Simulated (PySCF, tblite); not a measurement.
**H₁₄N₃PSi₄, a small molecule taken as a stand-in for a surface group (nitrogen-backed Si): NMR shifts, core binding energies and electronic excitations**

Aim: the NMR shifts, core binding energies and electronic excitations of `[SiH3]N[Si](P)(N[SiH3])N[SiH3]`.

Programs: tblite 0.8.0 and PySCF 2.14.0. All values are calculated, for the isolated system unless a continuum is named. Atoms count from 0, parts from 1.

### 1 The system as given

22 atoms, charge 0, multiplicity 1; geometry: distance geometry start.

### 2 Relaxing the cluster with GFN2-xTB

Job settings and geometry (Å):

```
{"job": {"kind": "relax", "xc": "GFN2-xTB", "basis": "xTB"}, "charge": 0, "multiplicity": 1}
Si    -1.964817     3.520340    -0.724849
N     -0.363538     3.015251    -1.386225
Si     0.295824     1.442699    -0.786661
N      0.525996     1.512719     1.010439
Si    -0.457588     0.362859     1.999017
N     -0.839216     0.103341    -1.180672
Si    -0.127051    -1.584434    -1.228316
P      2.238800     1.054264    -1.707219
H     -2.897638     3.731793    -1.759288
H     -1.825716     4.724143     0.015553
H     -2.469957     2.528029     0.188197
H     -0.225535     3.211574    -2.383177
H      0.611563     2.474962     1.418523
H     -1.037731    -0.611115     1.148330
H      0.377810    -0.290996     2.943980
H     -1.480257     1.036881     2.688355
H     -1.546684     0.295448    -1.891087
H      0.432395    -1.805445    -2.496002
H      0.862726    -1.708896    -0.238101
H     -1.160132    -2.536328    -0.996119
H      3.094412     0.252713    -1.003847
H      2.798766     2.116623    -2.381480
```

Level: GFN2-xTB geometry optimisation, gas phase.

Started as:

```bash
OMP_NUM_THREADS=1 python cluster_run.py task.json out
```

This one command runs all jobs of the session in turn.

**Question.** The jobs that follow are: PBE0-D3(BJ)/def2-SVP geometry optimisation, gas phase; GIAO PBE0/pcSseg-1 NMR shielding, non-relativistic, gas phase; delta-SCF UKS SCAN, pcX-2 on the ionised atom, pcseg-1 elsewhere, spin-free X2C; TDDFT CAM-B3LYP/def2-SVPD, vertical, gas phase, core orbitals frozen in the response. Predict: point group; rotational constants (main isotopes); ¹H shifts against TMS (PBE0/pcSseg-1); ²⁹Si shifts against TMS (PBE0/pcSseg-1); ¹⁵N shifts against NH3 (PBE0/pcSseg-1); ³¹P shifts against H3PO4 (PBE0/pcSseg-1); N1s binding energies, SCAN/pcX-2; Si2p binding energies, SCAN/pcX-2 (standing for 1 of 4 atoms); P2p binding energies, SCAN/pcX-2; lowest singlet (CAM-B3LYP/def2-SVPD); brightest single state of those computed; lowest triplet; vertical ionisation energy (ΔSCF).

**Answer**, as computed:

| quantity | value |
| --- | --- |
| point group | C1 |
| rotational constants (main isotopes) | 0.87, 0.64, 0.48 GHz |
| ¹H shifts against TMS (PBE0/pcSseg-1) | 4.77, 4.76, 4.69, 4.69, 4.65, 4.61, 4.59, 4.58, 4.53, 1.99, 1.46, 0.36, 0.28, 0.12 ppm |
| ²⁹Si shifts against TMS (PBE0/pcSseg-1) | -7.8, -55.5, -56.4, -58.3 ppm |
| ¹⁵N shifts against NH3 (PBE0/pcSseg-1) | 35.7, 32.3, 31.4 ppm |
| ³¹P shifts against H3PO4 (PBE0/pcSseg-1) | -266.6 ppm |
| N1s binding energies, SCAN/pcX-2 | N5 404.03, N1 404.01, N3 403.95 eV |
| Si2p binding energies, SCAN/pcX-2 (standing for 1 of 4 atoms) | Si2 107.25 eV |
| P2p binding energies, SCAN/pcX-2 | P7 136.25 eV |
| lowest singlet (CAM-B3LYP/def2-SVPD) | 6.13 eV (202 nm), f = 0.018 |
| brightest single state of those computed | state 6, 7.16 eV, f = 0.123 |
| lowest triplet | 5.60 eV |
| vertical ionisation energy (ΔSCF) | 8.83 eV |

Over 37 steps the energy fell by 0.563 eV; of the close pairs, P7–H21 changed most, 1.366 to 1.430 Å (PBE0/def2-SVP). No frequency check was run at this level, so the end point may be a saddle. The N1s levels kept as sound span 0.09 eV, from N3 (nitrogen bonded to 2 Si, H) up to N5 (nitrogen bonded to 2 Si, H). The lowest singlet, at 6.13 eV, is HOMO→LUMO 0.81 and is weak; of the 6 states computed, the strongest absorption comes from state 6 at 7.16 eV (the last computed, so partners may be missing). The lowest triplet lies 0.54 eV below the lowest singlet (triplets in Tamm-Dancoff, singlets in full TDDFT). The orbital energy would give 8.29 eV for ionisation, ΔSCF gives 8.83 eV. A capped cluster stands for the solid here, so long-range fields and strain are missing, and bands or shifts of the capping hydrogens have no counterpart in it.
